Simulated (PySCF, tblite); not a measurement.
# C₄H₁₁NSeSi₂: geometry, infrared bands and NMR shifts

Aim: predict the infrared bands and NMR shifts of C₄H₁₁NSeSi₂ (`C=C[C@@H]1C[Si@@H]([SeH])N[SiH2]1`).

Programs: tblite 0.8.0 and PySCF 2.14.0, with density-fitted response routines of our own. Each step states its level of theory. These are calculated values for one molecule in the gas phase, unless marked as measured. Atoms count from 0, in the outputs and in this text.

## Step 1: The molecule as given

19 atoms, charge 0, multiplicity 1; geometry from: force field or distance geometry start.

Bonds of the start (Å): C0–C1 1.32, C1–C2 1.53, C2–C3 1.53, C3–Si4 1.88, Si4–Se5 2.28, Si4–N6 1.78, N6–Si7 1.79, Si7–C2 1.87, C0–H8 1.09, C0–H9 1.08, C1–H10 1.09, C2–H11 1.11, C3–H12 1.10, C3–H13 1.11, Si4–H14 1.47, Se5–H15 1.55, N6–H16 1.05, Si7–H17 1.48, Si7–H18 1.47.

## Step 2: Geometry optimisation with GFN2-xTB

Job settings and geometry (Å):

```
{"job": {"kind": "relax", "xc": "GFN2-xTB", "basis": "xTB"}, "charge": 0, "multiplicity": 1}
C     -2.212500     1.871100    -0.561500
C     -1.911700     0.679800    -0.070600
C     -0.470900     0.311900     0.270200
C      0.377900     0.185700    -0.996800
Si     1.835200    -0.898300    -0.519800
Se     3.531000     0.417200     0.238100
N      1.262100    -1.967000     0.780000
Si    -0.356600    -1.321900     1.167300
H     -3.250600     2.113300    -0.779700
H     -1.458100     2.617100    -0.746900
H     -2.710700    -0.036700     0.124700
H     -0.047000     1.087700     0.935800
H      0.718900     1.171600    -1.338500
H     -0.181300    -0.336100    -1.799800
H      2.281500    -1.677200    -1.681400
H      2.625800     0.965100     1.365800
H      1.862400    -1.776200     1.620300
H     -1.377600    -2.258900     0.637700
H     -0.527400    -1.139100     2.618400
```

Command:

```sh
$ OMP_NUM_THREADS=1 python probes_run.py task.json out
```

One launch serves the whole session: the jobs run in the order shown.

Log:

```text
step      E/eV     max force
  0    -645.80851    2.045
  1    -645.98446    1.350
  2    -646.11014    0.763
  3    -646.15165    0.552
  4    -646.19299    0.718
  5    -646.22900    0.579
  6    -646.25733    0.508
  7    -646.28272    0.355
  8    -646.30326    0.374
  9    -646.32429    0.385
 10    -646.34429    0.298
 11    -646.36268    0.289
 12    -646.37206    0.751
 13    -646.38603    0.411
 14    -646.39534    0.224
 15    -646.40454    0.161
 16    -646.40850    0.198
 17    -646.41551    0.227
 18    -646.42217    0.197
 19    -646.42876    0.143
 20    -646.43321    0.135
 21    -646.43716    0.148
 22    -646.44117    0.122
 23    -646.44489    0.114
 24    -646.44794    0.124
 25    -646.45032    0.110
 26    -646.45216    0.175
 27    -646.45366    0.076
 28    -646.45489    0.070
 29    -646.45607    0.078
 30    -646.45708    0.093
 31    -646.45828    0.092
 32    -646.45918    0.064
 33    -646.45985    0.059
 34    -646.46039    0.068
 35    -646.46102    0.082
 36    -646.46173    0.075
 37    -646.46250    0.059
 38    -646.46333    0.071
 39    -646.46424    0.075
 40    -646.46525    0.088
 41    -646.46640    0.088
 42    -646.46785    0.101
 43    -646.46986    0.119
 44    -646.47248    0.113
 45    -646.47496    0.105
 46    -646.47682    0.101
 47    -646.47870    0.104
 48    -646.48105    0.129
 49    -646.48330    0.196
 50    -646.48688    0.138
 51    -646.49075    0.118
 52    -646.49488    0.143
 53    -646.49799    0.148
 54    -646.50140    0.123
 55    -646.50390    0.108
 56    -646.50482    0.176
 57    -646.50751    0.128
 58    -646.50979    0.112
 59    -646.51434    0.117
 60    -646.51675    0.145
 61    -646.52047    0.178
 62    -646.52379    0.166
 63    -646.52626    0.213
 64    -646.52957    0.157
 65    -646.53232    0.111
 66    -646.53506    0.090
 67    -646.53700    0.147
 68    -646.53997    0.124
 69    -646.54301    0.161
 70    -646.54571    0.099
 71    -646.54767    0.096
 72    -646.54930    0.123
 73    -646.55057    0.136
 74    -646.55226    0.073
 75    -646.55410    0.073
 76    -646.55513    0.076
 77    -646.55664    0.080
 78    -646.55834    0.105
 79    -646.56033    0.096
 80    -646.56195    0.092
 81    -646.56315    0.073
 82    -646.56418    0.067
 83    -646.56521    0.077
 84    -646.56612    0.080
 85    -646.56690    0.059
 86    -646.56751    0.061
 87    -646.56809    0.056
 88    -646.56869    0.067
 89    -646.56939    0.059
 90    -646.56999    0.049
 91    -646.57049    0.049
 92    -646.57081    0.040
 93    -646.57105    0.037
 94    -646.57127    0.038
 95    -646.57153    0.045
 96    -646.57183    0.058
 97    -646.57215    0.046
 98    -646.57241    0.036
 99    -646.57258    0.034
100    -646.57271    0.030
101    -646.57286    0.024
102    -646.57302    0.030
103    -646.57317    0.026
104    -646.57328    0.028
105    -646.57336    0.025
106    -646.57343    0.024
107    -646.57349    0.016
108    -646.57354    0.022
109    -646.57358    0.013
110    -646.57364    0.016
111    -646.57371    0.028
112    -646.57379    0.025
113    -646.57389    0.039
114    -646.57400    0.030
115    -646.57413    0.027
116    -646.57426    0.025
117    -646.57440    0.025
118    -646.57457    0.035
119    -646.57478    0.034
120    -646.57499    0.027
121    -646.57514    0.023
122    -646.57524    0.020
123    -646.57532    0.028
124    -646.57542    0.021
125    -646.57552    0.025
126    -646.57561    0.024
127    -646.57569    0.020
128    -646.57575    0.018
129    -646.57580    0.015
130    -646.57584    0.014
131    -646.57587    0.016
132    -646.57589    0.014
133    -646.57592    0.012
134    -646.57594    0.011
135    -646.57596    0.013
136    -646.57599    0.013
137    -646.57602    0.012
138    -646.57605    0.011
139    -646.57607    0.013
140    -646.57610    0.018
141    -646.57614    0.018
142    -646.57618    0.015
143    -646.57621    0.012
144    -646.57624    0.008
```

Run time: 1.7 s. Hardware: 1 thread of Arm Neoverse V1, shared host; peak memory 0.18 GiB.

The steps of the relaxation: (not every step is listed)

| step | energy from step 0 (eV) | largest force (eV/Å) |
| --- | --- | --- |
| 0 | 0.0000 | 2.0446 |
| 1 | -0.1760 | 1.3501 |
| 2 | -0.3016 | 0.7635 |
| 3 | -0.3431 | 0.5517 |
| 4 | -0.3845 | 0.7181 |
| 5 | -0.4205 | 0.5790 |
| 6 | -0.4488 | 0.5075 |
| 7 | -0.4742 | 0.3551 |
| 8 | -0.4948 | 0.3741 |
| 21 | -0.6286 | 0.1483 |
| 34 | -0.6519 | 0.0684 |
| 47 | -0.6702 | 0.1042 |
| 60 | -0.7082 | 0.1451 |
| 73 | -0.7421 | 0.1355 |
| 86 | -0.7590 | 0.0614 |
| 99 | -0.7641 | 0.0336 |
| 112 | -0.7653 | 0.0249 |
| 125 | -0.7670 | 0.0250 |
| 138 | -0.7675 | 0.0111 |
| 139 | -0.7676 | 0.0132 |
| 140 | -0.7676 | 0.0176 |
| 141 | -0.7676 | 0.0178 |
| 142 | -0.7677 | 0.0147 |
| 143 | -0.7677 | 0.0122 |
| 144 | -0.7677 | 0.0079 |

Close pairs (by a distance rule), those that changed most:

| bond | before (Å) | after (Å) | change (Å) |
| --- | --- | --- | --- |
| Se5–H15 | 1.546 | 1.434 | -0.113 |
| N6–Si7 | 1.785 | 1.736 | -0.050 |
| C2–Si7 | 1.867 | 1.917 | +0.049 |
| Si4–N6 | 1.778 | 1.728 | -0.049 |
| N6–H16 | 1.050 | 1.005 | -0.046 |
| C1–C2 | 1.526 | 1.486 | -0.040 |
| Si4–Se5 | 2.276 | 2.301 | +0.025 |
| C3–Si4 | 1.878 | 1.900 | +0.022 |

The next job starts from the end point, and lists it.

## Step 3: Vibrational analysis with GFN2-xTB

Job settings and geometry (Å):

```
{"job": {"kind": "ir", "xc": "GFN2-xTB", "basis": "xTB"}, "charge": 0, "multiplicity": 1}
C     -2.477188     1.829697    -0.033875
C     -1.802329     0.768363    -0.439476
C     -0.454172     0.376869     0.047909
C      0.500191     0.037076    -1.106093
Si     1.955511    -0.972371    -0.417700
Se     3.737294     0.326009     0.240670
N      1.115486    -1.668954     0.922744
Si    -0.502568    -1.125674     1.237105
H     -3.463568     2.056692    -0.400946
H     -2.068743     2.518413     0.688141
H     -2.240724     0.097168    -1.167939
H     -0.031692     1.218917     0.607584
H      0.809511     0.945086    -1.625312
H     -0.023876    -0.578791    -1.837791
H      2.550342    -1.986160    -1.281756
H      2.953251     1.374023     0.825495
H      1.563517    -2.333452     1.528480
H     -1.476782    -2.144618     0.840047
H     -0.653263    -0.729043     2.636204
```

Log:

```text
mode    cm-1     km/mol
  1      33.5      1.07
  2      61.8      0.48
  3      70.7      1.12
  4      85.4     10.75
  5     130.9      7.08
  6     166.0      6.74
  7     233.2      0.48
  8     268.1      1.89
  9     314.3     40.65
 10     325.0      5.42
 11     390.3     31.40
 12     408.8     66.27
 13     442.7      5.14
 14     501.9     21.90
 15     529.7     17.63
 16     543.4    110.70
 17     557.9     63.08
 18     603.9     18.41
 19     651.2     94.07
 20     672.8    238.25
 21     706.9     12.92
 22     770.5    249.79
 23     787.5    166.83
 24     809.8    204.99
 25     819.0    138.39
 26     879.4     13.39
 27     917.3    198.41
 28     952.4      8.76
 29    1020.6     13.76
 30    1051.1     17.78
 31    1087.4     26.20
 32    1119.7     31.59
 33    1130.2    306.63
 34    1219.2      0.34
 35    1233.0      3.55
 36    1287.4      3.62
 37    1310.9      4.75
 38    1421.3      8.14
 39    1480.7      3.52
 40    1704.8     35.78
 41    2092.1    337.28
 42    2243.2    393.23
 43    2273.4    213.44
 44    2282.0    387.09
 45    2915.2     47.10
 46    2969.0     52.11
 47    2985.0     16.30
 48    3042.0     45.79
 49    3095.0     25.41
 50    3121.4     63.30
 51    3503.2      0.44
```

It took 1.1 s on 1 thread of Arm Neoverse V1, shared host; peak memory 0.18 GiB.

The strongest bands and the atoms that carry them (share of the mass-weighted mode):

| cm⁻¹ | km/mol | atoms |
| --- | --- | --- |
| 673 | 238.2 | H14 60 %, H15 16 % |
| 770 | 249.8 | C3 21 %, H18 17 %, H17 15 %, Si4 11 % |
| 810 | 205.0 | H13 16 %, H12 16 %, C3 13 %, N6 13 % |
| 1130 | 306.6 | H16 63 %, N6 30 % |
| 2092 | 337.3 | H15 98 % |
| 2243 | 393.2 | H17 84 %, H18 12 % |
| 2273 | 213.4 | H18 84 %, H17 13 % |
| 2282 | 387.1 | H14 96 % |

## Step 4: Shielding tensors: PBE0/pcSseg-1

Settings changed since step 3:

```diff
@@ -1,2 +1,2 @@
-{"job": {"kind": "ir", "xc": "GFN2-xTB", "basis": "xTB"}, "charge": 0, "multiplicity": 1}
+{"job": {"kind": "nmr", "xc": "PBE0", "basis": "pcSseg-1"}, "charge": 0, "multiplicity": 1}
 C     -2.477188     1.829697    -0.033875
```

Level: GIAO PBE0/pcSseg-1 NMR shielding, non-relativistic, gas phase.

Log:

```text
coarse grid: 73192 points
cycle   1  E = -3193.2299665967  dE = -1.109e-01  |g| = 8.505e-01  |ddm| = 4.177e+00
cycle   2  E = -3193.1888768816  dE =  4.109e-02  |g| = 7.927e-01  |ddm| = 1.164e+00
cycle   3  E = -3193.3048004293  dE = -1.159e-01  |g| = 2.244e-01  |ddm| = 8.723e-01
cycle   4  E = -3193.3153426505  dE = -1.054e-02  |g| = 5.123e-02  |ddm| = 2.516e-01
cycle   5  E = -3193.3159541945  dE = -6.115e-04  |g| = 1.459e-02  |ddm| = 6.230e-02
cycle   6  E = -3193.3160013063  dE = -4.711e-05  |g| = 3.488e-03  |ddm| = 1.414e-02
cycle   7  E = -3193.3160037284  dE = -2.422e-06  |g| = 1.588e-03  |ddm| = 4.105e-03
final grid: 151848 points
cycle   8  E = -3193.3160160020  dE =  1.073e-06  |g| = 2.652e-03  |ddm| = 4.826e-03
cycle   9  E = -3193.3160121344  dE =  3.868e-06  |g| = 4.680e-03  |ddm| = 6.262e-03
cycle  10  E = -3193.3160178115  dE = -5.677e-06  |g| = 1.972e-04  |ddm| = 3.994e-03
cycle  11  E = -3193.3160178207  dE = -9.200e-09  |g| = 1.606e-05  |ddm| = 2.030e-04
cycle  12  E = -3193.3160178208  dE = -6.094e-11  |g| = 6.853e-06  |ddm| = 2.813e-05
converged SCF energy = -3193.3160178208

GIAO shielding tensors (ppm)
atom      isotropic    diamagn.    paramagn.     s11        s22        s33       span
  0 C       69.190     253.169    -183.979    -41.029     91.121    157.478    198.507
  1 C       36.334     255.146    -218.812    -83.757     49.995    142.763    226.519
  2 C      154.028     254.621    -100.593    136.105    148.528    177.451     41.346
  3 C      164.073     253.441     -89.368    149.165    165.691    177.363     28.199
  4 Si     339.489     879.109    -539.620    279.176    337.651    401.640    122.464
  5 Se    2084.269    3001.907    -917.638   1833.039   2031.203   2388.565    555.526
  6 N      229.502     325.790     -96.288    193.099    234.175    261.231     68.132
  7 Si     373.242     881.606    -508.364    343.124    355.569    421.031     77.907
  8 H       26.582      28.328      -1.747     23.394     25.238     31.114      7.720
  9 H       26.346      32.010      -5.665     22.827     25.245     30.965      8.138
 10 H       25.681      31.873      -6.192     23.065     24.404     29.573      6.508
 11 H       29.434      36.187      -6.753     25.139     29.723     33.442      8.303
 12 H       30.343      32.360      -2.017     26.443     28.475     36.109      9.666
 13 H       30.525      32.803      -2.278     25.898     28.775     36.901     11.003
 14 H       25.963      27.651      -1.688     21.422     24.116     32.349     10.927
 15 H       31.244      32.842      -1.598     21.186     27.816     44.730     23.544
 16 H       31.469      30.255       1.214     22.885     28.210     43.312     20.426
 17 H       27.055      30.290      -3.235     23.272     24.644     33.248      9.977
 18 H       26.854      30.440      -3.586     23.575     24.576     32.412      8.837
```

Run time: 64 s. Hardware: 1 thread of Arm Neoverse V1, shared host; peak memory 1.1 GiB.

Shifts follow as δ = σ(reference) − σ, with reference shieldings (ppm) from runs at the same level and on the same kind of geometry: ¹H TMS 31.72, ¹³C TMS 186.9, ²⁹Si TMS 349.2, ¹⁵N NH3 267.7, ⁷⁷Se Me2Se 1758. The references are single molecules in the gas phase, so shifts against H2O, NH3, PH3, H3PO4 or CFCl3 are not on the usual liquid scales and can be off by tens of ppm.

| atoms | environment | σ (ppm) | δ (ppm) |
| --- | --- | --- | --- |
| C1 | alkene CH | 36.3 | 150.6 |
| C0 | terminal =CH2 carbon | 69.2 | 117.7 |
| C2 | allylic sp3 CH bonded to Si | 154.0 | 32.9 |
| C3 | sp3 CH2 bonded to Si | 164.1 | 22.9 |
| H10 | hydrogen on an alkene CH | 25.68 | 6.04 |
| H14 | hydrogen on a silicon bonded to C, N, Se, in a 5-membered ring | 25.96 | 5.75 |
| H9 | hydrogen on a terminal =CH2 carbon | 26.35 | 5.37 |
| H8 | hydrogen on a terminal =CH2 carbon | 26.58 | 5.14 |
| H18 | hydrogen on a silicon bonded to C, N, in a 5-membered ring | 26.85 | 4.86 |
| H17 | hydrogen on a silicon bonded to C, N, in a 5-membered ring | 27.05 | 4.66 |
| H11 | hydrogen on an allylic sp3 CH bonded to Si | 29.43 | 2.28 |
| H12 | hydrogen on an sp3 CH2 bonded to Si | 30.34 | 1.37 |
| H13 | hydrogen on an sp3 CH2 bonded to Si | 30.52 | 1.19 |
| H15 | hydrogen on a selenium bonded to Si | 31.24 | 0.47 |
| H16 | hydrogen on a nitrogen bonded to 2 Si, in a 5-membered ring | 31.47 | 0.25 |
| Si4 | silicon bonded to C, N, Se, H, in a 5-membered ring | 339.5 | 9.7 |
| Si7 | silicon bonded to C, N, 2 H, in a 5-membered ring | 373.2 | -24.1 |
| Se5 | selenium bonded to Si, H | 2084 | -326 |
| N6 | nitrogen bonded to 2 Si, H, in a 5-membered ring | 229.5 | 38.2 |

Charges from the same density, by scheme (e):

| atoms | Mulliken | IAO | Hirshfeld | ESP fit |
| --- | --- | --- | --- | --- |
| C0 | -0.14 | -0.34 | -0.11 | -0.45 |
| C1 | -0.17 | -0.12 | -0.04 | -0.19 |
| C2 | -0.56 | -0.37 | -0.11 | 0.13 |
| C3 | -0.48 | -0.54 | -0.16 | -0.51 |
| Si4 | 0.95 | 0.89 | 0.35 | 0.33 |
| Se5 | -0.45 | -0.26 | -0.12 | -0.30 |
| N6 | -0.81 | -0.94 | -0.33 | -0.77 |
| Si7 | 0.83 | 0.89 | 0.37 | 0.46 |

Mayer bond orders: C0–C1 1.98, C1–C2 1.01, C2–C3 1.00, C3–Si4 0.90, Si4–Se5 0.94, Si4–N6 0.98, N6–Si7 0.96, Si7–C2 0.85.

Ring of atoms C2, C3, Si4, N6, Si7: NICS(0) -5.6, NICS(1) -3.2, NICS(1)zz -1.3 ppm (means of both faces).

## Step 5: Outcome

| quantity | value |
| --- | --- |
| strongest single infrared mode (GFN2-xTB) | 2243 cm⁻¹, 393 km/mol |
| zero-point energy (GFN2-xTB) | 84.7 kcal/mol |
| ¹³C shifts against TMS (PBE0/pcSseg-1) | 150.6, 117.7, 32.9, 22.9 ppm |
| ¹H shifts against TMS (PBE0/pcSseg-1) | 6.04, 5.75, 5.37, 5.14, 4.86, 4.66, 2.28, 1.37, 1.19, 0.47, 0.25 ppm |
| ²⁹Si shifts against TMS (PBE0/pcSseg-1) | 9.7, -24.1 ppm |
| ⁷⁷Se shifts against Me2Se (PBE0/pcSseg-1) | -326 ppm |
| ¹⁵N shifts against NH3 (PBE0/pcSseg-1) | 38.2 ppm |

In words: Over 144 steps the energy fell by 0.768 eV; of the close pairs, Se5–H15 changed most, 1.546 to 1.434 Å. No mode is imaginary among the 51: a minimum at this level. The strongest single mode, at 2243 cm⁻¹, moves mainly H17. GFN2-xTB is a fitted tight-binding method: band positions and strengths are rough. Its intensities can rank the bands wrongly. C1 (alkene CH) lies farthest downfield among carbon, at 150.6 ppm; an sp2 carbon of a C=C bond. The most deshielded hydrogen is H10 (hydrogen on an alkene CH), at 6.04 ppm: attached to an sp2 carbon and in the plane of the double bond. At PBE0/pcSseg-1: Shielding is most anisotropic at Se5 (span 556 ppm, paramagnetic term -918 ppm). Spin-orbit coupling is left out, which matters for shieldings and couplings at and beside the heavy atoms.
